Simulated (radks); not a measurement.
# Se²⁻ held by a Watson sphere

Aim: the size and levels of Se²⁻ inside a shell of charge +1.39 and radius R, which stands for the Madelung well of a crystal, for several R.

Program: radks (a radial shooting solver on a logarithmic mesh, Libxc functionals) version 1. Level of theory: scalar-relativistic Kohn-Sham, PBE, spin-polarised, spherical densities, finite nucleus. These are calculated values, not measurements, unless marked.

**1. The atom as given**

| Quantity | Value |
| --- | --- |
| element | selenium (Z = 34) |
| charge | -2 |
| electrons | 36 |
| configuration | [Kr] |
| nuclear rms radius | 4.14 fm |

Outer shells as boxes (Hund's rule):

Se²⁻
```
[Ar] core
3d [↑↓][↑↓][↑↓][↑↓][↑↓]
4s [↑↓]
4p [↑↓][↑↓][↑↓]
```

**2. R = 2.5 bohr**

Settings of this run:

```text
Z 34
configuration [Kr]
relativity scalar-relativistic
functional pbe,pbe
spin polarised
nucleus finite rms 4.14 fm
c 137.035999084
watson charge 1.39 radius 2.5 bohr
response adiabatic LDA kernel
```

**3. R = 2.63 bohr**

Settings, as their differences from step 2:

```diff
@@ -7,3 +7,3 @@
 c 137.035999084
-watson charge 1.39 radius 2.5 bohr
+watson charge 1.39 radius 2.63 bohr
 response adiabatic LDA kernel
```

**4. R = 2.99 bohr**

Settings, as their differences from step 3:

```diff
@@ -7,3 +7,3 @@
 c 137.035999084
-watson charge 1.39 radius 2.63 bohr
+watson charge 1.39 radius 2.99 bohr
 response adiabatic LDA kernel
```

**5. R = 3.12 bohr**

Settings, as their differences from step 4:

```diff
@@ -7,3 +7,3 @@
 c 137.035999084
-watson charge 1.39 radius 2.99 bohr
+watson charge 1.39 radius 3.12 bohr
 response adiabatic LDA kernel
```

**6. R = 3.21 bohr**

Settings, as their differences from step 5:

```diff
@@ -7,3 +7,3 @@
 c 137.035999084
-watson charge 1.39 radius 3.12 bohr
+watson charge 1.39 radius 3.21 bohr
 response adiabatic LDA kernel
```

**7. R = 4.01 bohr**

Settings, as their differences from step 6:

```diff
@@ -7,3 +7,3 @@
 c 137.035999084
-watson charge 1.39 radius 3.21 bohr
+watson charge 1.39 radius 4.01 bohr
 response adiabatic LDA kernel
```

**8. R = 4.87 bohr**

Settings, as their differences from step 7:

```diff
@@ -7,3 +7,3 @@
 c 137.035999084
-watson charge 1.39 radius 4.01 bohr
+watson charge 1.39 radius 4.87 bohr
 response adiabatic LDA kernel
```

Q: Predict the outcome of this session. Wanted: for each run, R; highest level; its <r>; sum of <r²>; α.

The runs gave:

```
R (bohr)  highest level (eV)  its <r> (bohr)  sum of <r²> (bohr²)  α (bohr³)
     2.5              -2.564           2.476                60.63      53.64
    2.63              -2.459           2.506                61.84      57.11
    2.99              -2.156           2.585                65.17      68.44
    3.12              -2.045           2.612                66.37      73.19
    3.21              -1.968           2.630                67.20      76.69
    4.01              -1.331           2.779                74.45      117.1
    4.87              -0.774           2.915                82.28      187.3
```

In words: From R = 2.5 to 4.87 bohr the top level moves from -2.564 to -0.774 eV and its mean radius from 2.48 to 2.92 bohr. A wider sphere makes a shallower well, so the ion swells. The polarisability goes from 53.6 to 187 bohr³. Response by self-consistent Sternheimer equations with the Hartree and adiabatic LDA kernel, the relativistic mass of each level held fixed and spin-orbit coupling left out. The sphere does not respond.
